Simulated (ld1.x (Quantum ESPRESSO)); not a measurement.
# Pseudopotential generation for indium: RRKJ, PBE

Do these settings give a usable potential? It is generated, then checked for transferability, scattering, ghosts and hardness.

The numbers are computed with ld1.x (Quantum ESPRESSO) 7.5 (PBE, scalar-relativistic, spin-unpolarised reference atom).

## 1. The design

Typed settings, in words:

```
element                        : indium (In, Z = 49)
type                           : norm-conserving RRKJ (Kleinman–Bylander form)
frozen core                    : [Ar] 3d10 4s2
valence charge                 : 19
reference configuration        : 4p6 4d10 5s2 5p1
partial waves                  : 5s (bound): rc 2.05 bohr; 4p (bound): rc 1.25 bohr; 4f channel at 0.05 Ry: rc 2.00 bohr; 4d (bound): rc 1.65 bohr
occupied shells without a wave : 5p
local potential                : the d channel
core correction                : Bessel-smoothed model core inside 0.75 bohr
```

## 2. The generation run

The input, In.in:

```
 &input
   title='In', zed=49., rel=1, dft='PBE', iswitch=3,
   config='[Kr] 4d10 4f-2 5s2 5p1',
   nld=4, rlderiv=2.25, eminld=-8.0, emaxld=5.0, deld=0.04
 /
 &inputp
   pseudotype=2, tm=.false., rho0=0.001, lloc=2,
   nlcc=.true., new_core_ps=.true., rcore=0.75,
   file_pseudopw='In.UPF', file_wfcaegen='ae.wfc', file_wfcncgen='nc.wfc', file_beta='beta', file_chi='chi'
 /
4
5S  1  0   2.00   0.00  2.05  2.05  0.0
4P  2  1   6.00   0.00  1.25  1.25  0.0
4F  4  3  -2.00   0.05  2.00  2.00  0.0
4D  3  2  10.00   0.00  1.65  1.65  0.0
 &test
   configts(1)='4p6 4d10 5s2 5p1'
 /
```

Launch:

```
$ ld1.x < In.in > In.out
```

Output in In.out (without the banner and most projector matrices):

```text
     Program LD1 v.7.5
     --------------------------- All-electron run ----------------------------

     In
     scalar relativistic calculation

     atomic number is 49.00
     dft =PBE   lsd =0 sic =0 latt =0  beta=0.20 tr2=1.0E-14
     Exchange-correlation= PBE
                           (   1   4   3   4   0   0   0)
     mesh =1241 r(mesh) = 100.30140 a.u. xmin = -7.00 dx = 0.01250
     1 Ry =  13.60569312 eV, c = 137.03599908

     n l     nl                  e(Ry)          e(Ha)          e(eV)
     1 0     1S 1( 2.00)     -2039.9100     -1019.9550    -27754.3892
     2 0     2S 1( 2.00)      -305.4337      -152.7169     -4155.6374
     2 1     2P 1( 6.00)      -274.1375      -137.0687     -3729.8300
     3 0     3S 1( 2.00)       -57.9587       -28.9793      -788.5681
     3 1     3P 1( 6.00)       -47.7106       -23.8553      -649.1352
     4 0     4S 1( 2.00)        -8.7948        -4.3974      -119.6592
     4 1     4P 1( 6.00)        -5.7424        -2.8712       -78.1300
     3 2     3D 1(10.00)       -31.8038       -15.9019      -432.7123
     4 2     4D 1(10.00)        -1.3688        -0.6844       -18.6233
     5 0     5S 1( 2.00)        -0.6035        -0.3017        -8.2110
     5 1     5P 1( 1.00)        -0.1851        -0.0926        -2.5185

     final scf error:  6.5E-15 reached in  26 iterations

     Etot =  -11763.278081 Ry,   -5881.639040 Ha, -160047.551690 eV

     Ekin =   12261.098761 Ry,    6130.549381 Ha,  166820.747093 eV
     Encl =  -28443.021702 Ry,  -14221.510851 Ha, -386987.024767 eV
     Eh   =    4737.642377 Ry,    2368.821188 Ha,   64458.908302 eV
     Exc  =    -318.997517 Ry,    -159.498758 Ha,   -4340.182318 eV

     normalization and overlap integrals

     s(1S/1S) =  1.000000  <r> =   0.0297  <r2> =    0.0012  r(max) =   0.0192
     s(2S/2S) =  1.000000  <r> =   0.1285  <r2> =    0.0195  r(max) =   0.1090
     s(2P/2P) =  1.000000  <r> =   0.1122  <r2> =    0.0154  r(max) =   0.0870
     s(3S/3S) =  1.000000  <r> =   0.3486  <r2> =    0.1390  r(max) =   0.3153
     s(3P/3P) =  1.000000  <r> =   0.3471  <r2> =    0.1399  r(max) =   0.3075
     s(4S/4S) =  1.000000  <r> =   0.8480  <r2> =    0.8143  r(max) =   0.7658
     s(4P/4P) =  1.000000  <r> =   0.9218  <r2> =    0.9725  r(max) =   0.8152
     s(3D/3D) =  1.000000  <r> =   0.3243  <r2> =    0.1250  r(max) =   0.2581
     s(4D/4D) =  1.000000  <r> =   1.1828  <r2> =    1.6828  r(max) =   0.9354
     s(5S/5S) =  1.000000  <r> =   2.6097  <r2> =    7.8334  r(max) =   2.1612
     s(5P/5P) =  1.000000  <r> =   3.7447  <r2> =   16.6771  r(max) =   2.8453

     ------------------------ End of All-electron run ------------------------

     --------------------- Generating NC pseudopotential ---------------------

      Generating local pot.: lloc=2, matching radius rcloc =   1.6500

      Computing core charge for nlcc:

       r > 0.76 : true rho core
      Core charge pseudized with two Bessel functions
      Integrated core pseudo-charge :   7.75

      Wfc   5S  rcut= 2.030  Estimated cut-off energy=       10.53 Ry
      Using 4 Bessel functions for this wfc, rho(0) = 0.001
      This function has    0 nodes for 0 < r <    2.030

      Wfc   4P  rcut= 1.263  Estimated cut-off energy=      114.17 Ry
      This function has    0 nodes for 0 < r <    1.263

      Wfc   4F  rcut= 1.980  Estimated cut-off energy=       71.55 Ry
      This function has    0 nodes for 0 < r <    1.980

     ------------------- End of pseudopotential generation -------------------

     [... the all-electron block is printed once more ...]


     Computing logarithmic derivative in   2.25793
     Computing logarithmic derivative in   2.25793
     Computing the partial wave expansion
     R is outside the sphere for l=    0 j= 0.00
     R is outside the sphere for l=    1 j= 0.00
       no projector for channel:   2
     R is outside the sphere for l=    3 j= 0.00

     ---------------------- Testing the pseudopotential ----------------------

     In
     scalar relativistic calculation

     atomic number is 49.00   valence charge is 19.00
     dft =PBE   lsd =0 sic =0 latt =0  beta=0.20 tr2=1.0E-14
     mesh =1241 r(mesh) = 100.30140 xmin = -7.00 dx = 0.01250

     n l     nl             e AE (Ry)        e PS (Ry)    De AE-PS (Ry)
     2 1     4P   1( 6.00)       -5.74245       -5.74244       -0.00000
     3 2     4D   1(10.00)       -1.36879       -1.36879        0.00001
     1 0     5S   1( 2.00)       -0.60349       -0.60350        0.00000
     3 1     5P   1( 1.00)       -0.18511       -0.18381       -0.00130

     eps = 5.7E-15  iter = 17

     Etot =  -11763.278081 Ry,   -5881.639040 Ha, -160047.551690 eV
     Etotps =  -311.632540 Ry,    -155.816270 Ha,   -4239.976708 eV

     Ekin =     127.991244 Ry,      63.995622 Ha,    1741.409583 eV
     Encl =    -655.331737 Ry,    -327.665869 Ha,   -8916.242510 eV
     Ehrt =     252.462072 Ry,     126.231036 Ha,    3434.921483 eV
     Ecxc =     -49.053750 Ry,     -24.526875 Ha,    -667.410271 eV
     (Ecc =     -16.231259 Ry,      -8.115630 Ha,    -220.837535 eV)
     Epseu=      12.299631 Ry,       6.149816 Ha,     167.345007 eV

     ---------------------- End of pseudopotential test ----------------------
```

Run time: 1.7 s. Hardware: 1 thread of Neoverse-V1, shared host. (Generation and the later configuration tests together.)

Partial waves on a coarse radial grid (AE all-electron, PS pseudo):

| r (bohr) | 4p AE | 4p PS | 4d AE | 4d PS |
| --- | --- | --- | --- | --- |
| 0.103 | 0.2594 | 0.0388 | -0.2819 | 0.0068 |
| 0.205 | -0.5429 | 0.1505 | -0.5133 | 0.0507 |
| 0.308 | -0.5591 | 0.3266 | -0.3340 | 0.1556 |
| 0.410 | -0.0449 | 0.5433 | 0.0326 | 0.3190 |
| 0.513 | 0.5242 | 0.7732 | 0.4009 | 0.5201 |
| 0.615 | 0.9276 | 0.9741 | 0.6826 | 0.7170 |
| 0.718 | 1.1408 | 1.1146 | 0.8671 | 0.8773 |
| 0.820 | 1.1962 | 1.1702 | 0.9623 | 0.9758 |
| 0.923 | 1.1492 | 1.1412 | 0.9919 | 1.0118 |
| 1.025 | 1.0458 | 1.0474 | 0.9763 | 0.9962 |
| 1.128 | 0.9169 | 0.9184 | 0.9322 | 0.9466 |
| 1.230 | 0.7849 | 0.7850 | 0.8728 | 0.8804 |
| 1.332 | 0.6601 | 0.6601 | 0.8057 | 0.8086 |
| 1.435 | 0.5468 | 0.5468 | 0.7358 | 0.7364 |
| 1.538 | 0.4483 | 0.4483 | 0.6670 | 0.6670 |
| 1.640 | 0.3655 | 0.3655 | 0.6021 | 0.6021 |
| 1.743 | 0.2956 | 0.2956 | 0.5408 | 0.5408 |
| 1.845 | 0.2385 | 0.2385 | 0.4848 | 0.4848 |
| 1.948 | 0.1912 | 0.1912 | 0.4332 | 0.4332 |
| 2.050 | 0.1532 | 0.1532 | 0.3869 | 0.3869 |
| 2.153 | 0.1221 | 0.1221 | 0.3447 | 0.3447 |
| 2.255 | 0.0974 | 0.0974 | 0.3071 | 0.3071 |
| 2.358 | 0.0773 | 0.0773 | 0.2731 | 0.2731 |
| 2.460 | 0.0615 | 0.0615 | 0.2430 | 0.2430 |
| 2.562 | 0.0488 | 0.0488 | 0.2162 | 0.2162 |
| 2.665 | 0.0386 | 0.0386 | 0.1919 | 0.1919 |

## 3. Configuration tests

The input, In.test.in:

```
 &input
   title='In', zed=49., rel=1, dft='PBE', iswitch=2,
   config='[Kr] 4d10 4f-2 5s2 5p1'
 /
 &test
   file_pseudo='In.UPF', nconf=8,
   configts(1)='4p6 4d10 5s2 5p1',
   configts(2)='4p6 4d10 5s2 5p0',
   configts(3)='4p6 4d10 5s1 5p0',
   configts(4)='4p6 4d10 5s0 5p0',
   configts(5)='4p6 4d10 5s2 5p1.3',
   configts(6)='4p6 4d9 5s2 5p1',
   configts(7)='4p5 4d10 5s2 5p1',
   configts(8)='4p6 4d10 5s1 5p2'
 /
```

Launch:

```
$ ld1.x < In.test.in > In.test.out
```

In.test.out, the pseudopotential blocks:

```text
     ---------------------- Testing the pseudopotential ----------------------

     In
     scalar relativistic calculation

     atomic number is 49.00   valence charge is 19.00
     dft =PBE   lsd =0 sic =0 latt =0  beta=0.20 tr2=1.0E-14
     mesh =1241 r(mesh) = 100.30140 xmin = -7.00 dx = 0.01250

     n l     nl             e AE (Ry)        e PS (Ry)    De AE-PS (Ry)
     2 1     4P   1( 6.00)       -5.74245       -5.74244       -0.00000
     3 2     4D   1(10.00)       -1.36879       -1.36879        0.00001
     1 0     5S   1( 2.00)       -0.60349       -0.60350        0.00000
     3 1     5P   1( 1.00)       -0.18511       -0.18381       -0.00130

     eps = 3.4E-15  iter = 17

     Etot =  -11763.278081 Ry,   -5881.639040 Ha, -160047.551690 eV
     Etotps =  -311.632539 Ry,    -155.816270 Ha,   -4239.976698 eV

     Ekin =     127.991243 Ry,      63.995621 Ha,    1741.409568 eV
     Encl =    -655.331735 Ry,    -327.665867 Ha,   -8916.242475 eV
     Ehrt =     252.462072 Ry,     126.231036 Ha,    3434.921471 eV
     Ecxc =     -49.053750 Ry,     -24.526875 Ha,    -667.410268 eV
     (Ecc =     -16.231259 Ry,      -8.115630 Ha,    -220.837535 eV)
     Epseu=      12.299631 Ry,       6.149816 Ha,     167.345005 eV

     ---------------------- End of pseudopotential test ----------------------

     ---------------------- Testing the pseudopotential ----------------------

     In
     [...]
     n l     nl             e AE (Ry)        e PS (Ry)    De AE-PS (Ry)
     2 1     4P   1( 6.00)       -6.29136       -6.29683        0.00547  !
     3 2     4D   1(10.00)       -1.91631       -1.92054        0.00423
     1 0     5S   1( 2.00)       -1.09694       -1.10407        0.00713  !
     3 1     5P   1( 0.00)       -0.61969       -0.62828        0.00859  !

     eps = 2.0E-15  iter = 13

     Etot =  -11762.883901 Ry,   -5881.441951 Ha, -160042.188603 eV
     Etotps =  -311.234782 Ry,    -155.617391 Ha,   -4234.564934 eV
     dEtot_ae =       0.394180 Ry
     dEtot_ps =       0.397757 Ry,   Delta E=      -0.003578 Ry

     [...]
     ---------------------- End of pseudopotential test ----------------------

     ---------------------- Testing the pseudopotential ----------------------

     In
     [...]
     n l     nl             e AE (Ry)        e PS (Ry)    De AE-PS (Ry)
     2 1     4P   1( 6.00)       -7.06995       -7.06862       -0.00134
     3 2     4D   1(10.00)       -2.68486       -2.68630        0.00144
     1 0     5S   1( 1.00)       -1.73982       -1.75407        0.01425  !
     3 1     5P   1( 0.00)       -1.19185       -1.20734        0.01549  !

     eps = 8.7E-15  iter = 12

     Etot =  -11761.470178 Ry,   -5880.735089 Ha, -160022.953921 eV
     Etotps =  -309.810064 Ry,    -154.905032 Ha,   -4215.180651 eV
     dEtot_ae =       1.807903 Ry
     dEtot_ps =       1.822476 Ry,   Delta E=      -0.014573 Ry

     [...]
     ---------------------- End of pseudopotential test ----------------------

     ---------------------- Testing the pseudopotential ----------------------

     In
     [...]
     n l     nl             e AE (Ry)        e PS (Ry)    De AE-PS (Ry)
     2 1     4P   1( 6.00)       -7.91933       -7.90838       -0.01094  !
     3 2     4D   1(10.00)       -3.51966       -3.51678       -0.00287
     1 0     5S   1( 0.00)       -2.43012       -2.45248        0.02236  !
     3 1     5P   1( 0.00)       -1.81351       -1.84061        0.02710  !

     eps = 8.6E-16  iter = 12

     Etot =  -11759.388675 Ry,   -5879.694338 Ha, -159994.633626 eV
     Etotps =  -307.710655 Ry,    -153.855328 Ha,   -4186.616747 eV
     dEtot_ae =       3.889406 Ry
     dEtot_ps =       3.921884 Ry,   Delta E=      -0.032478 Ry

     [...]
     ---------------------- End of pseudopotential test ----------------------

     ---------------------- Testing the pseudopotential ----------------------

     In
     [...]
     n l     nl             e AE (Ry)        e PS (Ry)    De AE-PS (Ry)
     2 1     4P   1( 6.00)       -5.61114       -5.60935       -0.00178
     3 2     4D   1(10.00)       -1.23747       -1.23596       -0.00151
     1 0     5S   1( 2.00)       -0.48053       -0.47870       -0.00183
     3 1     5P   1( 1.30)       -0.07809       -0.07427       -0.00382

     eps = 9.9E-15  iter = 20

     Etot =  -11763.317192 Ry,   -5881.658596 Ha, -160048.083822 eV
     Etotps =  -311.670878 Ry,    -155.835439 Ha,   -4240.498325 eV
     dEtot_ae =      -0.039111 Ry
     dEtot_ps =      -0.038339 Ry,   Delta E=      -0.000772 Ry

     [...]
     ---------------------- End of pseudopotential test ----------------------

     ---------------------- Testing the pseudopotential ----------------------

     In
     [...]
     n l     nl             e AE (Ry)        e PS (Ry)    De AE-PS (Ry)
     2 1     4P   1( 6.00)       -6.79141       -6.79993        0.00852  !
     3 2     4D   1( 9.00)       -2.35305       -2.35808        0.00503  !
     1 0     5S   1( 2.00)       -1.27855       -1.27579       -0.00276
     3 1     5P   1( 1.00)       -0.74467       -0.74740        0.00273

     eps = 9.2E-15  iter = 20

     Etot =  -11761.432155 Ry,   -5880.716077 Ha, -160022.436583 eV
     Etotps =  -309.783474 Ry,    -154.891737 Ha,   -4214.818875 eV
     dEtot_ae =       1.845926 Ry
     dEtot_ps =       1.849066 Ry,   Delta E=      -0.003140 Ry

     [...]
     ---------------------- End of pseudopotential test ----------------------

     ---------------------- Testing the pseudopotential ----------------------

     In
     [...]
     n l     nl             e AE (Ry)        e PS (Ry)    De AE-PS (Ry)
     2 1     4P   1( 5.00)       -6.88032       -6.89937        0.01905  !
     3 2     4D   1(10.00)       -2.41876       -2.42749        0.00874  !
     1 0     5S   1( 2.00)       -1.28665       -1.27984       -0.00680  !
     3 1     5P   1( 1.00)       -0.74777       -0.75196        0.00420

     eps = 4.1E-15  iter = 20

     Etot =  -11756.985579 Ry,   -5878.492790 Ha, -159961.937845 eV
     Etotps =  -305.326526 Ry,    -152.663263 Ha,   -4154.179009 eV
     dEtot_ae =       6.292502 Ry
     dEtot_ps =       6.306014 Ry,   Delta E=      -0.013512 Ry

     [...]
     ---------------------- End of pseudopotential test ----------------------

     ---------------------- Testing the pseudopotential ----------------------

     In
     [...]
     n l     nl             e AE (Ry)        e PS (Ry)    De AE-PS (Ry)
     2 1     4P   1( 6.00)       -5.86606       -5.85613       -0.00994  !
     3 2     4D   1(10.00)       -1.48767       -1.48209       -0.00558  !
     1 0     5S   1( 1.00)       -0.67620       -0.67603       -0.00017
     3 1     5P   1( 2.00)       -0.23658       -0.23287       -0.00371

     eps = 8.2E-15  iter = 20

     Etot =  -11762.848787 Ry,   -5881.424393 Ha, -160041.710847 eV
     Etotps =  -311.200794 Ry,    -155.600397 Ha,   -4234.102501 eV
     dEtot_ae =       0.429294 Ry
     dEtot_ps =       0.431746 Ry,   Delta E=      -0.002452 Ry

     [...]
     ---------------------- End of pseudopotential test ----------------------
```

Energies count from the reference configuration 4p6 4d10 5s2 5p1; the error is all-electron less pseudo.

| valence configuration | charge | ΔE all-electron (eV) | error AE − PS (meV) |
| --- | --- | --- | --- |
| 4p6 4d10 5s2 5p0 | +1 | 5.363 | -49 |
| 4p6 4d10 5s1 5p0 | +2 | 24.598 | -198 |
| 4p6 4d10 5s0 5p0 | +3 | 52.918 | -442 |
| 4p6 4d10 5s2 5p1.3 | -0.3 | -0.532 | -11 |
| 4p6 4d9 5s2 5p1 | +1 | 25.115 | -43 |
| 4p5 4d10 5s2 5p1 | +1 | 85.614 | -184 |
| 4p6 4d10 5s1 5p2 | 0 | 5.841 | -33 |

## 4. Scattering by logarithmic derivatives

Taken from the files of the generation run. The phase is arctan(r·u′/u) with u = r·R, unwrapped, with energies in Ry. A pole is an energy at which the radial function vanishes at the test radius. The pseudo phase is shifted by a multiple of π to meet the all-electron one at the reference energy. Levels narrower than the energy grid can be missing from the poles. The last column is the largest difference on the grid between −1 and +1 Ry.

| channel | radius (bohr) | reference (Ry) | poles AE | poles PS | window around the reference with phases within 0.05 rad (Ry) | largest difference near zero (rad) |
| --- | --- | --- | --- | --- | --- | --- |
| s | 2.26 | -0.60 | 2.47 | 2.17 | below 3.1 | 0.011 |
| p | 2.26 | -5.74 | -5.69, 4.07 | -5.69, 3.97 | the whole range | 0.010 |
| d | 2.26 | -1.37 | -1.10 | -1.10 | below 2.1 | 0.006 |
| f | 2.26 | 0.05 | 3.70 | 4.06 | below 1.8 | 0.001 |

Phases (rad) along the scan:

| E (Ry) | s AE | s PS | d AE | d PS |
| --- | --- | --- | --- | --- |
| -8.00 | 1.404 | 1.397 | 1.413 | 1.413 |
| -7.52 | 1.395 | 1.391 | 1.407 | 1.407 |
| -7.04 | 1.387 | 1.383 | 1.402 | 1.402 |
| -6.56 | 1.377 | 1.374 | 1.395 | 1.395 |
| -6.08 | 1.367 | 1.364 | 1.388 | 1.388 |
| -5.60 | 1.355 | 1.352 | 1.380 | 1.380 |
| -5.12 | 1.341 | 1.339 | 1.370 | 1.370 |
| -4.64 | 1.325 | 1.322 | 1.358 | 1.358 |
| -4.16 | 1.304 | 1.301 | 1.344 | 1.344 |
| -3.68 | 1.278 | 1.274 | 1.326 | 1.326 |
| -3.20 | 1.243 | 1.239 | 1.300 | 1.301 |
| -2.72 | 1.193 | 1.190 | 1.261 | 1.261 |
| -2.24 | 1.119 | 1.115 | 1.182 | 1.182 |
| -1.76 | 0.993 | 0.989 | 0.854 | 0.855 |
| -1.28 | 0.744 | 0.740 | -1.391 | -1.391 |
| -0.80 | 0.183 | 0.182 | -1.694 | -1.693 |
| -0.32 | -0.632 | -0.634 | -1.788 | -1.786 |
| 0.16 | -1.095 | -1.101 | -1.857 | -1.855 |
| 0.64 | -1.305 | -1.314 | -1.934 | -1.929 |
| 1.12 | -1.417 | -1.430 | -2.038 | -2.029 |
| 1.60 | -1.488 | -1.505 | -2.209 | -2.190 |
| 2.08 | -1.538 | -1.561 | -2.542 | -2.494 |
| 2.56 | -1.577 | -1.609 | -3.185 | -3.091 |
| 3.04 | -1.610 | -1.656 | -3.860 | -3.783 |
| 3.52 | -1.641 | -1.709 | -4.220 | -4.176 |
| 4.00 | -1.670 | -1.784 | -4.399 | -4.372 |
| 4.48 | -1.701 | -1.920 | -4.503 | -4.484 |
| 4.96 | -1.736 | -2.318 | -4.571 | -4.555 |

## 5. Cutoff and ghost test in a Bessel basis

A separate test, outside the generator: the pseudo-atom's Hamiltonian at the reference potential is diagonalised in spherical Bessel functions j_l(qr) that vanish at 20 bohr, with q² up to the cutoff.

All-electron valence levels (Ry): 5s -0.6035, 4p -5.7424, 5p -0.1851, 4d -1.3688. The lowest levels of each channel (Ry) by cutoff; the last column sums, over occupied levels, occupation times the distance from the level at 400 Ry. A positive value at high cutoff is not a bound level.

| cutoff (Ry) | s #1 | s #2 | p #1 | p #2 | f #1 | d #1 | Σ f·Δε (mRy) |
| --- | --- | --- | --- | --- | --- | --- | --- |
| 8 | -2.9124 | -0.5902 | -2.9018 | -0.0643 | 0.0989 | 0.0195 | 31073.1 |
| 12 | -6.0278 | -0.5990 | -4.1153 | -0.1023 | 0.0989 | -0.0759 | 22783.3 |
| 21 | -9.9437 | -0.6009 | -5.4045 | -0.1583 | 0.0989 | -0.5575 | 10171.3 |
| 30 | -11.1137 | -0.6028 | -5.6917 | -0.1790 | 0.0989 | -0.9467 | 4532.3 |
| 45 | -11.5888 | -0.6035 | -5.7150 | -0.1833 | 0.0989 | -1.2927 | 926.6 |
| 55 | -11.6144 | -0.6035 | -5.7215 | -0.1834 | 0.0989 | -1.3537 | 277.2 |
| 80 | -11.6162 | -0.6035 | -5.7405 | -0.1837 | 0.0989 | -1.3685 | 14.3 |
| 90 | -11.6173 | -0.6035 | -5.7419 | -0.1838 | 0.0989 | -1.3686 | 5.7 |
| 100 | -11.6178 | -0.6035 | -5.7422 | -0.1838 | 0.0989 | -1.3686 | 3.6 |
| 140 | -11.6183 | -0.6035 | -5.7424 | -0.1838 | 0.0989 | -1.3688 | 0.8 |
| 180 | -11.6183 | -0.6035 | -5.7425 | -0.1838 | 0.0989 | -1.3688 | 0.3 |
| 400 | -11.6183 | -0.6035 | -5.7425 | -0.1838 | 0.0989 | -1.3688 | 0.0 |

The sum stays within 10 mRy from 90 Ry and within 1 mRy from 140 Ry. The sum leaves out empty levels, which can need more. Ghost test: ghost state, bound below the all-electron valence or empty levels of the same l: s at -158.1 eV.

## 6. Results

| quantity | value |
| --- | --- |
| cutoffs for 10 and 1 mRy, occupied levels | 90 Ry and 140 Ry |
| bound ghosts | s at -158.08 eV |
| largest miss of a reference level | 18 meV (5p) |
| largest test error (AE − PS) | -442 meV, for 4p6 4d10 5s0 5p0 |
| largest phase difference near zero energy, channels read | 0.011 rad |

**Reading.** It has a bound ghost (s), a state that the atom doesn't have, and that rules the file out. By total energies transferability is poor: the largest error is 442 meV on 52.9 eV, for 4p6 4d10 5s0 5p0. That test lies far up in energy; among those under 40 eV, nearer to bonding, the largest error is 198 meV. By its cutoff, 90 Ry for the looser tolerance, it is hard. The slowest occupied level is 4p: taken alone it needs 90 Ry to come within 1 mRy, against 70 Ry for 4d. Near zero energy the phases of the channels with partial waves agree within 0.011 rad. All of this concerns the isolated atom, not yet a solid.
